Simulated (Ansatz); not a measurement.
**In4SbAs3: a trial structure relaxed**

Where does this trial cell of In4SbAs3 go when cell and atoms are let free?

Method: DFT PBE, scalar-relativistic, plane waves, PAW, in Ansatz 0.2.0.

1 further run of the same task is left out (it didn't finish).

### 1 The structure to begin with

Symmetry: P-4m2, No. 115, tetragonal system. Conventional cell: a = 4.161 Å, b = 4.161 Å, c = 11.768 Å, α = 90.00°, β = 90.00°, γ = 90.00°. Around In (site symmetry 2mm) lie 2 As at 2.55 Å and 2 Sb at 2.55 Å. In (site symmetry 2mm) has 4 As at 2.55 Å as nearest neighbours. Sb (site symmetry -4m2) has 4 In at 2.55 Å as nearest neighbours. As (site symmetry 2mm) has 4 In at 2.55 Å as nearest neighbours. As (site symmetry -4m2) is surrounded by 4 In at 2.55 Å.

Coordinates:

```cif
data_structure
_symmetry_space_group_name_H-M 'P-4m2'
_symmetry_Int_Tables_number 115
_cell_length_a 4.1608
_cell_length_b 4.1608
_cell_length_c 11.7685
_cell_angle_alpha 90.000
_cell_angle_beta 90.000
_cell_angle_gamma 90.000
_cell_volume 203.74
loop_
_atom_site_label
_atom_site_type_symbol
_atom_site_symmetry_multiplicity
_atom_site_Wyckoff_symbol
_atom_site_fract_x
_atom_site_fract_y
_atom_site_fract_z
_atom_site_occupancy
In1 In 2 g 0.50000 0.00000 0.87500 1
In2 In 2 g 0.50000 0.00000 0.37500 1
Sb1 Sb 1 a 0.00000 0.00000 0.00000 1
As1 As 2 f 0.50000 0.50000 0.25000 1
As2 As 1 d 0.00000 0.00000 0.50000 1
```

The start is an ordering of an alloy on its end members' structure types: elements ordered on the sites of the InSb type, As/Sb on Sb (P-4m2, No. 115).

### 2 A first look at the guess

Contents of input.yaml:

```yaml
crystal:
  lattice:
    - [4.16078141, 0.0, 0.0]
    - [0.0, 4.16078141, 0.0]
    - [0.0, 0.0, 11.76846699]
  atoms:
    - { symbol: In, position: [0.5, 0.0, 0.875] }
    - { symbol: In, position: [0.0, 0.5, 0.125] }
    - { symbol: In, position: [0.5, 0.0, 0.375] }
    - { symbol: In, position: [0.0, 0.5, 0.625] }
    - { symbol: Sb, position: [0.0, 0.0, 0.0] }
    - { symbol: As, position: [0.5, 0.5, 0.25] }
    - { symbol: As, position: [0.0, 0.0, 0.5] }
    - { symbol: As, position: [0.5, 0.5, 0.75] }
basis:
  ecutwfc: 420
kpoints:
  mp_grid: { grid: [4, 4, 2] }
hamiltonian:
  xc: pbe
scf:
  occupations: { method: gaussian, width: 0.1 }
  lower_state_search: "off"
output:
  forces: true
  stress: true
  eigenvalues: true
```

Started as:

```sh
$ ansatz run input.yaml --threads 1 --pin off --max-ram 2560MiB --backend cpu --events-out ev --progress --plain --runs-dir out
```

The session goes on with these runs: rough relaxation on the coarse mesh; full relaxation.

What does the calculation give? Wanted: conventional cell; volume; energy over the elements; gap on the mesh.

The runs gave:

| quantity | value |
| --- | --- |
| symmetry at the end (tolerance 0.05 Å) | space group P-4m2 (No. 115) |
| conventional cell | a = 4.456 Å, b = 4.456 Å, c = 12.590 Å, α = 90.00°, β = 90.00°, γ = 90.00° |
| volume | 31.25 Å³/atom |
| energy over the elements | -0.20 eV/atom |
| gap on the mesh | none (metal) |

The space group P-4m2 (No. 115) is kept, and the volume per atom grows by 22.7 % from the first guess. A negative formation energy is needed for stability but isn't enough; other structures and compounds were not set against it here. No finished test with a distortion of lower symmetry is shown, so the end may be a saddle point. These runs have no spin-orbit coupling; with Sb it would split and shift bands.
